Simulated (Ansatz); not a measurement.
# C4H10Si: energies up the ladder, part 2 of 2

Aim: energies up the ladder, for C4H10Si, with the cost of each level.

Ansatz 0.2.0, Gaussian bases.

### Step 7. Single point, r2SCAN-D4/def2-TZVPP

File input.yaml:

```yaml
crystal:
  periodic: [false, false, false]
  atoms:
    - { symbol: Si, position_ang: [1.54415421, 0.46516048, 0.31686169] }
    - { symbol: C, position_ang: [0.0604806, -0.04517137, -0.70472834] }
    - { symbol: C, position_ang: [-1.23639657, 0.74257536, -0.37962253] }
    - { symbol: C, position_ang: [-1.68850836, -0.43198715, 0.50655409] }
    - { symbol: C, position_ang: [-0.65137131, -1.32668904, -0.19570513] }
    - { symbol: H, position_ang: [2.01096542, 1.82449519, -0.07307057] }
    - { symbol: H, position_ang: [1.18629264, 0.49276047, 1.76311349] }
    - { symbol: H, position_ang: [2.66695082, -0.49579423, 0.13347318] }
    - { symbol: H, position_ang: [0.35188213, -0.05649202, -1.75889451] }
    - { symbol: H, position_ang: [-1.14058968, 1.72290701, 0.09340581] }
    - { symbol: H, position_ang: [-1.86715539, 0.85240858, -1.26491585] }
    - { symbol: H, position_ang: [-1.43192208, -0.26631101, 1.55450826] }
    - { symbol: H, position_ang: [-2.73533267, -0.73295967, 0.45016903] }
    - { symbol: H, position_ang: [-1.09142963, -1.89128797, -1.02107943] }
    - { symbol: H, position_ang: [-0.08196012, -2.02166463, 0.42620083] }
basis:
  gaussian: { orbitals: def2-TZVPP }
hamiltonian:
  xc: r2scan
  dispersion: d4
```

Started as:

```sh
$ ansatz run input.yaml --threads 4 --pin off --max-ram 10240MiB --backend cpu --events-out ev --progress --plain --runs-dir out
```

Output:

```text
Warning: RAYON_NUM_THREADS=4 ignored (pool sized by the plan → 4); use --threads N
Engine: ansatz 0.2.0, x86_64-unknown-linux-gnu
Functional definition: r2SCAN
  parameter k0 = 0.174
  parameter k1 = 0.065
  parameter a1 = 4.9479
  exchange = r2scan_x(k0 = k0, k1 = k1, a1 = a1)
  correlation = r2scan_c
1598 factors; their error is unknown
mean field evaluation 1: about -12173.0145 eV, gradient 7.4e1 eV
mean field evaluation 2: about -12145.6134 eV, gradient 1.3e2 eV
mean field evaluation 4: about -12186.2457 eV, gradient 4.6e0 eV
mean field evaluation 8: about -12186.3092 eV, gradient 3.7e-1 eV
mean field evaluation 16: about -12186.2445 eV, gradient 2.7e-3 eV
mean field -12186.24448099 eV, -447.8362245432 hartree, gradient 2.1e-5 eV, S^2 0.000000; 0 other end points of the search recorded, 0 dependent functions left out
reference -12186.24449572 eV, -447.8362250844 hartree; 24, 24 occupied and 282, 282 virtual orbitals, 1598 factors
Total energy: -12186.32885029 eV, -447.8393250576 hartree
```

Wall time 5 s (4 threads of Intel Xeon Platinum 8259CL at 2.50GHz (Skylake/Cascade Lake), shared host); peak memory 0.5 GiB.

### Step 8. Single point, B3LYP-D4/def2-TZVPP

input.yaml, as its differences from that of step 7:

```diff
@@ -21,3 +21,3 @@
 hamiltonian:
-  xc: r2scan
+  xc: { name: B3LYP }
   dispersion: d4
```

Started as:

```sh
$ ansatz run input.yaml --threads 4 --pin off --max-ram 10240MiB --backend cpu --events-out ev --progress --plain --runs-dir out
```

Output:

```text
Warning: RAYON_NUM_THREADS=4 ignored (pool sized by the plan → 4); use --threads N
[... 1 set-up line as earlier in the session ...]
Functional definition: B3LYP
  parameter a0 = 0.2
  parameter ax = 0.72
  parameter ac = 0.81
  exchange = (1 - a0 - ax)*slater_x + ax*b88_x + a0*exact_x
  correlation = (1 - ac)*vwn_rpa_c + ac*lyp_c
1601 factors; their error is unknown
mean field evaluation 1: about -12178.4354 eV, gradient 7.1e1 eV
mean field evaluation 2: about -12158.5416 eV, gradient 1.1e2 eV
mean field evaluation 4: about -12190.5744 eV, gradient 3.4e0 eV
mean field evaluation 8: about -12190.6059 eV, gradient 4.6e-2 eV
mean field evaluation 16: about -12190.5782 eV, gradient 7.2e-5 eV
mean field -12190.57822761 eV, -447.9954867940 hartree, gradient 7.2e-5 eV, S^2 0.000000; 0 other end points of the search recorded, 0 dependent functions left out
reference -12190.57854440 eV, -447.9954984357 hartree; 24, 24 occupied and 282, 282 virtual orbitals, 1601 factors
Total energy: -12191.11328427 eV, -448.0151497635 hartree
```

It took 4.2 s on 4 threads of Intel Xeon Platinum 8259CL at 2.50GHz (Skylake/Cascade Lake), shared host; peak memory 0.7 GiB.

### Step 9. Single point, wB97M-V/def2-TZVPP

input.yaml, as its differences from that of step 8:

```diff
@@ -21,3 +21,2 @@
 hamiltonian:
-  xc: { name: B3LYP }
-  dispersion: d4
+  xc: { name: wB97M-V }
```

Started as:

```sh
$ ansatz run input.yaml --threads 4 --pin off --max-ram 10240MiB --backend cpu --events-out ev --progress --plain --runs-dir out
```

Output, cut to the lines that bear on the results:

```text
Warning: RAYON_NUM_THREADS=4 ignored (pool sized by the plan → 4); use --threads N
[...]
Functional definition: wB97M-V
[...]
  gx(w, u) = 1 - cx + cx01*u + cx10*w
  gss(w, u) = css00 + css04*u^4 + css10*w + css20*w^2 + css43*w^4*u^3
  gos(w, u) = cos00 + cos10*w + (cos20 + cos21*u)*w^2 + (cos60 + cos61*u)*w^6
[...]
      + integral(e_c_pw_mod_opposite_spin*gos(b97_w_opposite, b97_u_opposite)) + vv10(b, c)
1601 factors; their error is unknown
418 factors; integrals over basis functions are off by at most 9.3e-6 eV
[...]
mean field -12186.62821290 eV, -447.8503264307 hartree, gradient 2.1e-5 eV, S^2 0.000000; 0 other end points of the search recorded, 0 dependent functions left out
reference -12186.62827064 eV, -447.8503285525 hartree; 24, 24 occupied and 282, 282 virtual orbitals, 1601 factors
Total energy: -12186.62827064 eV, -447.8503285525 hartree
```

Run time: 10 s. Hardware: 4 threads of Intel Xeon Platinum 8259CL at 2.50GHz (Skylake/Cascade Lake), shared host; peak memory 0.93 GiB.

### Step 10. Single point, B2PLYP/def2-TZVPP

input.yaml, as its differences from that of step 9:

```diff
@@ -21,2 +21,2 @@
 hamiltonian:
-  xc: { name: wB97M-V }
+  xc: { name: B2PLYP }
```

Started as:

```sh
$ ansatz run input.yaml --threads 4 --pin off --max-ram 10240MiB --backend cpu --events-out ev --progress --plain --runs-dir out
```

Output, cut to the lines that bear on the results:

```text
Warning: RAYON_NUM_THREADS=4 ignored (pool sized by the plan → 4); use --threads N
[...]
Functional definition: B2PLYP
[...]
1759 factors; integrals over basis functions are off by at most 9.2e-4 eV
[...]
mean field -12174.94443208 eV, -447.4209554051 hartree, gradient 3.1e-6 eV, S^2 0.000000; 0 other end points of the search recorded, 0 dependent functions left out
9 core orbitals not correlated: weight in the atoms' cores, before any rotation towards them, 1.000 or more for the frozen orbitals, at most 0.000 for the correlated occupied ones
reference -12174.94463003 eV, -447.4209626798 hartree; 15, 15 occupied and 282, 282 virtual orbitals, 1759 factors
second order -26.93099602 eV of doubles, -0.00000000 eV of singles
Total energy: -12182.21599896 eV, -447.6881805591 hartree
```

Wall time 9 s (4 threads of Intel Xeon Platinum 8259CL at 2.50GHz (Skylake/Cascade Lake), shared host); peak memory 1 GiB.

### Step 11. Single point, PBE0-D4/def2-TZVPP

input.yaml, as its differences from that of step 10:

```diff
@@ -21,2 +21,3 @@
 hamiltonian:
-  xc: { name: B2PLYP }
+  xc: pbe0
+  dispersion: d4
```

Started as:

```sh
$ ansatz run input.yaml --threads 4 --pin off --max-ram 10240MiB --backend cpu --events-out ev --progress --plain --runs-dir out
```

Output:

```text
Warning: RAYON_NUM_THREADS=4 ignored (pool sized by the plan → 4); use --threads N
[... 2 set-up lines as earlier in the session ...]
  parameter a = 0.25
[... 2 set-up lines as earlier in the session ...]
  exchange = (1 - a)*pbe_x(kappa = kappa, mu = beta*pi^2/3) + a*exact_x
[... 1 set-up line as earlier in the session ...]
1601 factors; their error is unknown
mean field evaluation 1: about -12171.1241 eV, gradient 6.5e1 eV
mean field evaluation 2: about -12159.5565 eV, gradient 9.3e1 eV
mean field evaluation 4: about -12181.1040 eV, gradient 2.5e0 eV
mean field evaluation 8: about -12181.1231 eV, gradient 3.1e-2 eV
mean field evaluation 16: about -12181.1090 eV, gradient 6.6e-5 eV
mean field -12181.10896372 eV, -447.6474977646 hartree, gradient 6.6e-5 eV, S^2 0.000000; 0 other end points of the search recorded, 0 dependent functions left out
reference -12181.10900074 eV, -447.6474991251 hartree; 24, 24 occupied and 282, 282 virtual orbitals, 1601 factors
Total energy: -12181.39013819 eV, -447.6578307358 hartree
```

It took 4.1 s on 4 threads of Intel Xeon Platinum 8259CL at 2.50GHz (Skylake/Cascade Lake), shared host; peak memory 0.7 GiB.

### Step 12. Single point, LDA/def2-TZVPP

input.yaml, as its differences from that of step 11:

```diff
@@ -21,3 +21,2 @@
 hamiltonian:
-  xc: pbe0
-  dispersion: d4
+  xc: lda
```

Started as:

```sh
$ ansatz run input.yaml --threads 4 --pin off --max-ram 10240MiB --backend cpu --events-out ev --progress --plain --runs-dir out
```

Output:

```text
Warning: RAYON_NUM_THREADS=4 ignored (pool sized by the plan → 4); use --threads N
[... 1 set-up line as earlier in the session ...]
Functional definition: SPW92
  exchange = slater_x
  correlation = pw_c
1598 factors; their error is unknown
mean field evaluation 1: about -12098.9783 eV, gradient 8.5e1 eV
mean field evaluation 2: about -12028.9052 eV, gradient 1.8e2 eV
mean field evaluation 4: about -12116.8345 eV, gradient 9.0e0 eV
mean field evaluation 8: about -12117.0528 eV, gradient 2.4e-1 eV
mean field evaluation 16: about -12116.9937 eV, gradient 5.4e-4 eV
mean field -12116.99374866 eV, -445.2913070698 hartree, gradient 3.3e-5 eV, S^2 0.000000; 0 other end points of the search recorded, 0 dependent functions left out
reference -12116.99379494 eV, -445.2913087705 hartree; 24, 24 occupied and 282, 282 virtual orbitals, 1598 factors
Total energy: -12116.99379494 eV, -445.2913087705 hartree
```

Run time: 2.1 s. Hardware: 4 threads of Intel Xeon Platinum 8259CL at 2.50GHz (Skylake/Cascade Lake), shared host; peak memory 0.46 GiB.

### Step 13. Single point, PBE0-D4/def2-SVP

input.yaml, as its differences from that of step 12:

```diff
@@ -19,4 +19,5 @@
 basis:
-  gaussian: { orbitals: def2-TZVPP }
+  gaussian: { orbitals: def2-SVP }
 hamiltonian:
-  xc: lda
+  xc: pbe0
+  dispersion: d4
```

Started as:

```sh
$ ansatz run input.yaml --threads 4 --pin off --max-ram 10240MiB --backend cpu --events-out ev --progress --plain --runs-dir out
```

Output, cut to the lines that bear on the results:

```text
Warning: RAYON_NUM_THREADS=4 ignored (pool sized by the plan → 4); use --threads N
[... 7 set-up lines as earlier in the session ...]
1408 factors; their error is unknown
mean field evaluation 1: about -12167.2234 eV, gradient 5.0e1 eV
mean field evaluation 2: about -12162.4818 eV, gradient 6.7e1 eV
mean field evaluation 4: about -12173.7776 eV, gradient 1.5e0 eV
mean field evaluation 8: about -12173.8046 eV, gradient 3.9e-2 eV
mean field -12173.80459794 eV, -447.3790672733 hartree, gradient 3.0e-5 eV, S^2 0.000000; 0 other end points of the search recorded, 0 dependent functions left out
reference -12173.80462693 eV, -447.3790683386 hartree; 24, 24 occupied and 100, 100 virtual orbitals, 1408 factors
Total energy: -12174.08576438 eV, -447.3893999493 hartree
```

It took 1.4 s on 4 threads of Intel Xeon Platinum 8259CL at 2.50GHz (Skylake/Cascade Lake), shared host; peak memory 0.25 GiB.

### Step 14. Single point, PBE-D4/def2-SVP

input.yaml, as its differences from that of step 13:

```diff
@@ -21,3 +21,3 @@
 hamiltonian:
-  xc: pbe0
+  xc: pbe
   dispersion: d4
```

Started as:

```sh
$ ansatz run input.yaml --threads 4 --pin off --max-ram 10240MiB --backend cpu --events-out ev --progress --plain --runs-dir out
```

Output, cut to the lines that bear on the results:

```text
Warning: RAYON_NUM_THREADS=4 ignored (pool sized by the plan → 4); use --threads N
[... 6 set-up lines as earlier in the session ...]
1408 factors; their error is unknown
mean field evaluation 1: about -12160.5712 eV, gradient 6.5e1 eV
mean field evaluation 2: about -12134.1926 eV, gradient 1.2e2 eV
mean field evaluation 4: about -12171.9925 eV, gradient 4.6e0 eV
mean field evaluation 8: about -12172.0506 eV, gradient 2.1e-1 eV
mean field evaluation 16: about -12171.9563 eV, gradient 3.8e-4 eV
mean field -12171.95629782 eV, -447.3111434966 hartree, gradient 1.7e-5 eV, S^2 0.000000; 0 other end points of the search recorded, 0 dependent functions left out
reference -12171.95633446 eV, -447.3111448431 hartree; 24, 24 occupied and 100, 100 virtual orbitals, 1408 factors
Total energy: -12172.29045948 eV, -447.3234237111 hartree
```

It took 1.3 s on 4 threads of Intel Xeon Platinum 8259CL at 2.50GHz (Skylake/Cascade Lake), shared host; peak memory 0.18 GiB.

### Step 15. Geometries side by side

```
            level  Si1–C2 (Å)  C2–C3 (Å)  C2–C5 (Å)  rotational constants (MHz)  dipole (D)  highest frequency (cm⁻¹)  CPU time
PBE0-D4/def2-TZVP      1.8723     1.5518     1.5518        7499.1, 2690, 2454.5        1.01                         -     2 min
 PBE0-D4/def2-SVP      1.8842     1.5521     1.5521      7510.4, 2650.3, 2412.6        0.94                      3152      78 s
```

Constants are for the commonest isotopes at the equilibrium geometry; times are CPU times of the relaxations.

### Step 16. Total energies

```
               level  energy (eV)  CPU time
   PBE-D4/def2-TZVPP  -12179.7437      10 s
r2SCAN-D4/def2-TZVPP  -12186.3289      16 s
 B3LYP-D4/def2-TZVPP  -12191.1133      14 s
  wB97M-V/def2-TZVPP  -12186.6283      35 s
   B2PLYP/def2-TZVPP  -12182.2160      31 s
  PBE0-D4/def2-TZVPP  -12181.3901      14 s
      LDA/def2-TZVPP  -12116.9938     6.5 s
    PBE0-D4/def2-SVP  -12174.0858     4.5 s
     PBE-D4/def2-SVP  -12172.2905     4.2 s
```

### Step 17. Summary of results

This closing draws on all 2 parts.

```
                       quantity             value
     Si1–C2 at PBE0-D4/def2-SVP           1.884 Å
      C2–C3 at PBE0-D4/def2-SVP           1.552 Å
      C2–C5 at PBE0-D4/def2-SVP           1.552 Å
frequencies at PBE0-D4/def2-SVP  124 to 3152 cm⁻¹
      energy at PBE-D4/def2-SVP     -12172.290 eV
```

What this shows: The Si–C distance spreads over 0.012 Å, from PBE0-D4/def2-TZVP (shortest) to PBE0-D4/def2-SVP. No mode is imaginary, so the geometry is a minimum. These totals serve in differences with atoms or fragments at the same level; alone they don't rank the methods.
